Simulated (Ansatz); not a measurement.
# C2HClFIn: basis-set convergence

The task here is to estimate one member of a computed series from the others.

Method: one geometry, several basis sets; program: Ansatz 0.2.0, Gaussian basis.

The runs, in order: PBE0-D4/def2-SVP; ωB97M-V/def2-SVP; PBE0-D4/def2-QZVPP; ωB97M-V/def2-QZVPP; the functionals' def2-TZVPP values are taken from earlier runs.

### The relaxed structure

The geometry comes from an earlier relaxation with PBE0-D4 in a triple-zeta def2 set; it is a stationary point. In takes the def2 core potential; no spin-orbit term is included.

6 atoms, charge 0, spin multiplicity 1.

Atoms are counted from 1 here; the program's logs count them from 0.

Bond lengths: C1–C2 1.206 Å, C1–H6 1.067 Å, C2–In3 2.048 Å, In3–F4 1.933 Å, In3–Cl5 2.293 Å. Angles: C2–C1–H6 179.8°, C1–C2–In3 179.4°, C2–In3–F4 120.7°, C2–In3–Cl5 127.6°, F4–In3–Cl5 111.7°.

The first run:

Input file in.yaml:

```yaml
crystal:
  periodic: [false, false, false]
  atoms:
    - {symbol: C, position_ang: [1.088289, 0.340342, 1.700771]}
    - {symbol: C, position_ang: [0.438877, 0.120069, 0.708687]}
    - {symbol: In, position_ang: [-0.655837, -0.235726, -0.984702]}
    - {symbol: F, position_ang: [-1.773649, -1.806590, -1.123714]}
    - {symbol: Cl, position_ang: [-0.759172, 1.049481, -2.880924]}
    - {symbol: H, position_ang: [1.661502, 0.532424, 2.579872]}
basis:
  gaussian: {orbitals: def2-SVP}
hamiltonian: {xc: pbe0, dispersion: d4}
output: {orbitals: {seedname: orbitals}}
```

The run is started by

```sh
$ ansatz run in.yaml --threads 2 --pin off --events-out ev --progress --plain --max-ram 32768MiB --backend cpu
```

Steps of the session up to this table: PBE0-D4 in def2-SVP; ωB97M-V in def2-SVP; PBE0-D4 in def2-QZVPP; ωB97M-V in def2-QZVPP.

One of the session's tables, all rows but one given; the rest of the session is left out.

```
functional       basis  HOMO (eV)  LUMO (eV)
   PBE0-D4    def2-SVP      -8.90      -1.88
   PBE0-D4  def2-TZVPP      -8.96      -1.98
   PBE0-D4  def2-QZVPP      -8.97      -2.00
   ωB97M-V    def2-SVP     -11.15      -0.12
   ωB97M-V  def2-TZVPP          ?          ?
   ωB97M-V  def2-QZVPP     -11.25      -0.35
```

Q: Estimate the row for ωB97M-V, def2-TZVPP from the others.

**Answer.** HOMO (eV): -11.23; LUMO (eV): -0.30. In the column «HOMO (eV)» it lies between ωB97M-V, def2-QZVPP (-11.25) and ωB97M-V, def2-SVP (-11.15).
